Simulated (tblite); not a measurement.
# C5H13BClN: the cost of one run

Programs: tblite 0.8.0 and PySCF 2.14.0, with density-fitted response routines of our own. Each step states its level of theory. These are calculated values for one molecule in the gas phase, unless marked as measured. Atoms count from 0, in the outputs and in this text.

### 1 The starting structure

21 atoms, charge 0, multiplicity 1; geometry from: force field or distance geometry start.

Bonds of the start (Å): C0–B1 1.62, B1–Cl2 1.85, B1–N3 1.49, N3–C4 1.41, C4–C5 1.53, C4–C6 1.52, C4–C7 1.51, C0–H8 1.11, C0–H9 1.10, C0–H10 1.10, N3–H11 1.04, C5–H12 1.11, C5–H13 1.10, C5–H14 1.11, C6–H15 1.11, C6–H16 1.12, C6–H17 1.09, C7–H18 1.14, C7–H19 1.11, C7–H20 1.09.

### 2 Geometry optimisation with GFN2-xTB

What the job is given:

```
{"job": {"kind": "relax", "xc": "GFN2-xTB", "basis": "xTB"}, "charge": 0, "multiplicity": 1}
C      3.040900     0.636400    -0.062400
B      1.632600     0.048100    -0.608300
Cl     1.891400    -1.234200    -1.916600
N      0.620700    -0.177400     0.455900
C     -0.745900    -0.058300     0.139300
C     -1.497400    -0.355600     1.438400
C     -1.149300     1.298000    -0.416100
C     -1.286900    -1.083100    -0.828000
H      3.372200    -0.093400     0.702700
H      2.916800     1.612100     0.431300
H      3.777200     0.669200    -0.881900
H      0.861700    -0.813700     1.238700
H     -1.167400     0.381600     2.194600
H     -2.573000    -0.283400     1.227700
H     -1.242500    -1.377600     1.781700
H     -1.310900     1.237300    -1.515900
H     -2.185300     1.507300    -0.033400
H     -0.482000     2.103400    -0.110900
H     -2.096900    -1.709400    -0.336100
H     -1.850700    -0.553700    -1.630900
H     -0.534300    -1.736500    -1.270200
```

The run is started by

```
$ OMP_NUM_THREADS=1 python probes_run.py task.json out
```

One launch serves the whole session: the jobs run in the order shown.

**Question.** How long does this first job take on 1 thread of Arm Neoverse V1, shared host?

About 1.6 s.
